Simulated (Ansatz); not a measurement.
# AlAsH+ (triplet): wave-function methods side by side, cc-pVTZ

The task here is to estimate one member of a computed series from the others.

The runs use Ansatz 0.2.0, Gaussian basis; cc-pVTZ, core rule «outside noble gas», up to 19 orbitals frozen.

To be run: UHF; CCSD(T) on ROHF; CCSD(T) on UHF; BCCD(T) on ROHF; CCSDT(Q) on ROHF; CCSDT(Q) on UHF.

12 further runs of the same task are left out: 7 for a known fault of the program, 5 set aside as unsound or not needed.

### What is computed

The geometry is a PBE0/def2-TZVP stationary point (not a proven minimum) of the parent state, kept for this charge and spin. No spin-orbit coupling is included. The filled d shell of As may be among the frozen orbitals whatever the setting's name suggests; the logs give the count.

3 atoms, charge 1, spin multiplicity 3.

Atoms are counted from 1 here; the program's logs count them from 0.

Bond lengths: Al1–As2 2.281 Å, As2–H3 1.561 Å. Angles: Al1–As2–H3 68.1°.

Set-up of the first run:

The input, in.yaml:

```yaml
crystal:
  periodic: [false, false, false]
  atoms:
    - {symbol: Al, position_ang: [0.000000, -0.010984, 1.677500]}
    - {symbol: As, position_ang: [0.000000, -0.015337, -0.603790]}
    - {symbol: H, position_ang: [0.000000, 1.434043, -0.024416]}
basis:
  gaussian: {orbitals: cc-pVTZ}
total_charge: 1
magnetization: {spin_polarized: true, initial_magnetization: 2}
hamiltonian: {xc: hf}
output: {orbitals: {seedname: orbitals}}
```

Run with:

```sh
ansatz run in.yaml --threads 1 --pin off --events-out ev --progress --plain --max-ram 4096MiB --backend cpu
```

Among the steps run: UHF; CCSD(T) on ROHF; CCSD(T) on UHF; BCCD(T) on ROHF; CCSDT(Q) on ROHF; CCSDT(Q) on UHF.

One of the session's tables, all rows but one given; the rest of the session is left out.

| method | from UCCSDT(Q) (kJ/mol) |
| --- | --- |
| ROHF | +493.9 |
| UHF | +472.4 |
| RMP2 | +94.1 |
| UMP2 | +96.8 |
| RCCSD | ? |
| UCCSD | +25.2 |
| RCCSD(T) | +4.8 |
| UCCSD(T) | +4.4 |
| BCCD(T) | +4.9 |
| RCCSDT | +1.8 |
| UCCSDT | +1.1 |
| RCCSDT(Q) | +0.7 |
| UCCSDT(Q) | 0 |

Estimate the missing values for RCCSD.

As computed: from UCCSDT(Q) (kJ/mol): +27.1. In the column «from UCCSDT(Q) (kJ/mol)» it lies between UCCSD (+25.2) and RMP2 (+94.1).

Limits of these values: Restricted and unrestricted rows rest on different reference determinants; where their highest levels disagree by more than a few hundredths of an eV, they describe different states and don't form one ladder.
